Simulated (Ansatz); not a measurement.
**Sb2Se3 (Antimonselite): properties at the relaxed cell**

An exercise on one series of results from a longer session: the logs are not shown, and one member is left open.

Computed with Ansatz 0.2.0 (DFT PBE+D3(BJ), scalar-relativistic, plane waves, PAW, unless a step's input says otherwise).

1 further run of the same task is left out (set aside as unsound or not needed).

### The system as given

Symmetry: Pnma, No. 62, orthorhombic system. Conventional cell: a = 11.663 Å, b = 3.989 Å, c = 11.361 Å, α = 90.00°, β = 90.00°, γ = 90.00°. Around Sb (site symmetry m) lie 6 Se at 2.72 to 3.12 Å. Around Sb (site symmetry m) lie 5 Se at 2.64 to 3.01 Å. Se (site symmetry m) has 5 Sb at 2.64 to 3.12 Å as nearest neighbours. Se (site symmetry m) has 3 Sb at 2.72 to 3.08 Å as nearest neighbours. Se (site symmetry m) is surrounded by 3 Sb at 2.73 to 2.79 Å.

Coordinates:

```cif
data_structure
_symmetry_space_group_name_H-M 'P 1'
_symmetry_Int_Tables_number 1
_cell_length_a 11.6631
_cell_length_b 3.9893
_cell_length_c 11.3615
_cell_angle_alpha 90.000
_cell_angle_beta 90.000
_cell_angle_gamma 90.000
_cell_volume 528.62
loop_
_atom_site_label
_atom_site_type_symbol
_atom_site_fract_x
_atom_site_fract_y
_atom_site_fract_z
_atom_site_occupancy
Sb1 Sb 0.01966 0.25000 0.32927 1
Sb2 Sb 0.98034 0.75000 0.67073 1
Sb3 Sb 0.48034 0.75000 0.82927 1
Sb4 Sb 0.51966 0.25000 0.17073 1
Sb5 Sb 0.15140 0.75000 0.03980 1
Sb6 Sb 0.84860 0.25000 0.96020 1
Sb7 Sb 0.34860 0.25000 0.53980 1
Sb8 Sb 0.65140 0.75000 0.46020 1
Se1 Se 0.05585 0.25000 0.86748 1
Se2 Se 0.94415 0.75000 0.13252 1
Se3 Se 0.44415 0.75000 0.36748 1
Se4 Se 0.55585 0.25000 0.63252 1
Se5 Se 0.12881 0.75000 0.44668 1
Se6 Se 0.87119 0.25000 0.55332 1
Se7 Se 0.37119 0.25000 0.94668 1
Se8 Se 0.62881 0.75000 0.05332 1
Se9 Se 0.21615 0.25000 0.19844 1
Se10 Se 0.78385 0.75000 0.80156 1
Se11 Se 0.28385 0.75000 0.69844 1
Se12 Se 0.71615 0.25000 0.30156 1
```

It is the result of an earlier relaxation at this level (volume 26.43 Å³/atom; gap on the mesh: 0.84 eV).

Set-up of the first run:

File input.yaml:

```yaml
crystal:
  lattice:
    - [11.6630882228, 0.0, 0.0]
    - [0.0, 3.9892801197, 0.0]
    - [0.0, 0.0, 11.3614759229]
  atoms:
    - { symbol: Sb, position: [0.0196597009, 0.25, 0.329272587] }
    - { symbol: Sb, position: [0.9803402991, 0.75, 0.670727413] }
    - { symbol: Sb, position: [0.4803402991, 0.75, 0.829272587] }
    - { symbol: Sb, position: [0.5196597009, 0.25, 0.170727413] }
    - { symbol: Sb, position: [0.1514025237, 0.75, 0.0398018067] }
    - { symbol: Sb, position: [0.8485974763, 0.25, 0.9601981933] }
    - { symbol: Sb, position: [0.3485974763, 0.25, 0.5398018067] }
    - { symbol: Sb, position: [0.6514025237, 0.75, 0.4601981933] }
    - { symbol: Se, position: [0.0558487097, 0.25, 0.8674799451] }
    - { symbol: Se, position: [0.9441512903, 0.75, 0.1325200549] }
    - { symbol: Se, position: [0.4441512903, 0.75, 0.3674799451] }
    - { symbol: Se, position: [0.5558487097, 0.25, 0.6325200549] }
    - { symbol: Se, position: [0.1288138446, 0.75, 0.4466842322] }
    - { symbol: Se, position: [0.8711861554, 0.25, 0.5533157678] }
    - { symbol: Se, position: [0.3711861554, 0.25, 0.9466842322] }
    - { symbol: Se, position: [0.6288138446, 0.75, 0.0533157678] }
    - { symbol: Se, position: [0.2161517883, 0.25, 0.1984404268] }
    - { symbol: Se, position: [0.7838482117, 0.75, 0.8015595732] }
    - { symbol: Se, position: [0.2838482117, 0.75, 0.6984404268] }
    - { symbol: Se, position: [0.7161517883, 0.25, 0.3015595732] }
basis:
  ecutwfc: 420
kpoints:
  mp_grid: { grid: [4, 8, 4] }
hamiltonian:
  xc: pbesol
scf:
  occupations: { method: gaussian, width: 0.02 }
output:
  forces: true
  stress: true
  eigenvalues: true
relax:
  adjacent_minimum: "off"
  f_tol: 0.005
  max_steps: 50
  cell: { stress_tol: 0.05 }
```

Run with:

```bash
$ ansatz run input.yaml --threads 8 --pin off --max-ram 22528MiB --backend cpu --events-out ev --progress --plain --runs-dir out
```

Among the steps run: Relaxing with PBEsol; Relaxing with PBE; The cell under LDA; The cell under r2SCAN.

One table of the session follows, with a row left open; its other results are not shown here.

It belongs to the step «One structure, several functionals». 

```
functional   a (Å)  b (Å)   c (Å)  volume (Å³/atom)  gap on the mesh (eV)
PBE+D3(BJ)  11.663  3.989  11.361             26.43                  0.84
    PBEsol  11.795  3.978  11.322             26.56                  0.78
       PBE       ?      ?       ?                 ?                     ?
       LDA  11.533  3.956  11.222             25.60                  0.75
    r2SCAN  12.439  4.001  11.762             29.27                  1.19
```

Q: Estimate the row for PBE from the others.

The run gave: a (Å): 12.781; b (Å): 4.032; c (Å): 11.573; volume (Å³/atom): 29.82; gap on the mesh (eV): 0.81. In the column «a (Å)» it is the highest.
